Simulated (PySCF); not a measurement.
# H8OSi4: the cost of one run

Programs: PySCF 2.14.0, with routines of our own; each step states its level. All values are computed. Atoms count from 0.

## Step 1: The starting structure

13 atoms, charge 0, multiplicity 1; geometry from: GFN2-xTB.

## Step 2: Optimising the geometry at PBE0-D3(BJ)/def2-SVP

What the job is given:

```
{"job": {"xc": "PBE0", "basis": "def2-SVP", "d3": "d3bj", "grid": 1, "kind": "geom"}, "charge": 0, "multiplicity": 1}
O      0.260832    -2.195658     1.187496
Si     1.000999    -0.887273     0.526359
Si     0.022487     1.142087     1.219151
Si    -1.069715     1.290392    -0.866433
Si     0.017410    -0.675322    -1.593329
H      0.394477    -2.457764     2.093675
H      2.447620    -1.081531     0.741546
H      0.962199     2.233251     1.518349
H     -0.828342     1.124728     2.421423
H     -2.539138     1.236299    -0.817029
H     -0.828490     2.508264    -1.655067
H      0.978516    -0.470499    -2.690344
H     -0.823243    -1.766488    -2.103524
```

The run is started by

```sh
$ OMP_NUM_THREADS=1 python excited_run.py task.json out
```

This one command runs all jobs of the session in turn.

**Question.** How long does this first job take on 1 thread of Arm Neoverse V1, shared host, and how much memory does it need?

About 23 s, with a peak of 0.56 GiB.
